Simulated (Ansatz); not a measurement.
This was printed by a script on Ansatz 0.2.0, Python API, for a single point in a Gaussian basis of C2H2AlF, SMILES C#[C][AlH][F]. What did the script look like? Use: PBE0, def2-TZVP basis, multiplicity 1.

```yaml
atoms:
  - { symbol: C, position_ang: [1.7292, -0.3068, -0.7793] }
  - { symbol: C, position_ang: [0.6040, -0.0900, -0.2718] }
  - { symbol: Al, position_ang: [-1.1530, 0.1957, 0.5528] }
  - { symbol: F, position_ang: [-2.4006, -0.9360, 0.2361] }
  - { symbol: H, position_ang: [2.6250, -0.4225, -1.2655] }
  - { symbol: H, position_ang: [-1.3625, 1.4955, 1.4815] }
```

`python energy.py --basis def2-TZVP --functional pbe0` gives:
```text
converged              True
free_energy_ev         -11414.10352882053
reference_energy_ev    -11414.10352882053
n_frozen               0
n_occupied             [18, 18]
n_virtual              [124, 124]
```

One script that gives this output:

Script `energy.py`:
```python
'''Single point of C2H2AlF.'''

import argparse
import warnings

import ansatz as az

parser = argparse.ArgumentParser(description='Single point of C2H2AlF.')
parser.add_argument('--basis', required=True, help='basis')
parser.add_argument('--functional', required=True, help='exchange-correlation functional')
args = parser.parse_args()

warnings.simplefilter('ignore', az.DeckWarning)

molecule = (
    az.Crystal.molecule()
    .atom('C', [1.7292, -0.3068, -0.7793])
    .atom('C', [0.604, -0.09, -0.2718])
    .atom('Al', [-1.153, 0.1957, 0.5528])
    .atom('F', [-2.4006, -0.936, 0.2361])
    .atom('H', [2.625, -0.4225, -1.2655])
    .atom('H', [-1.3625, 1.4955, 1.4815])
)

job = (
    molecule.calculation()
    .basis(gaussian=args.basis)
    .functional(args.functional)
)
summary = job.session().plan(threads=1).execute().report

for key in ('converged', 'free_energy_ev', 'reference_energy_ev', 'n_frozen', 'n_occupied', 'n_virtual'):
    print(f'{key:22s} {summary[key]}')
```

What to keep in mind:
- Total energies depend on the basis set; only differences at equal settings carry meaning.
- The geometry is a force-field or estimated start, not a minimum of this method, and the basis set is short of its limit.
- It ran for 3.1 s on 1 thread of Arm Neoverse V1, on a shared host, peak memory 0.28 GiB.

(A comment or docstring line of the script was reworded after the run, the code is as it ran; lines on the test bed's own set-up are left out of the output.)
